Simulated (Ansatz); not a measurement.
# P (black phosphorus): the cost of one run

Method: DFT r2SCAN+rVV10, scalar-relativistic, plane waves, PAW, in Ansatz 0.2.0.

## (1) The starting structure

The structure is orthorhombic, space group Cmce (No. 64). The conventional cell has a = 3.316 Å, b = 10.484 Å, c = 4.379 Å, α = 90.00°, β = 90.00°, γ = 90.00°. P (site symmetry m) is surrounded by 3 P at 2.22 to 2.24 Å.

Structure file:

```
P
1.0
     1.65820   -5.24200    0.00000
     1.65820    5.24200    0.00000
     0.00000    0.00000    4.37930
P
4
Direct
  0.89838 0.10162 0.08068
  0.60162 0.39838 0.58068
  0.10162 0.89838 0.91932
  0.39838 0.60162 0.41932
```

The structure rests on an entry of the Crystallography Open Database; cell or positions may have been set otherwise for this series.

## (2) Relaxing cell and atoms: P (black phosphorus), no spin

File input.yaml:

```yaml
crystal:
  lattice:
    - [1.6582, -5.242, 0.0]
    - [1.6582, 5.242, 0.0]
    - [0.0, 0.0, 4.3793]
  atoms:
    - { symbol: P, position: [0.89838, 0.10162, 0.08068] }
    - { symbol: P, position: [0.60162, 0.39838, 0.58068] }
    - { symbol: P, position: [0.10162, 0.89838, 0.91932] }
    - { symbol: P, position: [0.39838, 0.60162, 0.41932] }
scf:
  occupations: { method: fixed }
output:
  forces: true
  stress: true
  eigenvalues: true
  write_density: true
  write_potential: true
  elf: true
  volumetric_format: npy
hamiltonian:
  xc: r2scan
  dispersion: rvv10
kpoints:
  mp_grid: { grid: [12, 12, 10] }
basis:
  ecutwfc: 520
relax:
  f_tol: 0.002
  max_steps: 100
  cell: { stress_tol: 0.01 }
```

Launch:

```console
> ansatz run input.yaml --threads 4 --pin off --max-ram 9216MiB --backend cpu --events-out ev --progress --plain --runs-dir out
```

Q: Estimate wall time and peak memory on 4 threads of Intel Xeon 6975P-C (Granite Rapids), shared host.

About 46 s, with a peak of 1.1 GiB.
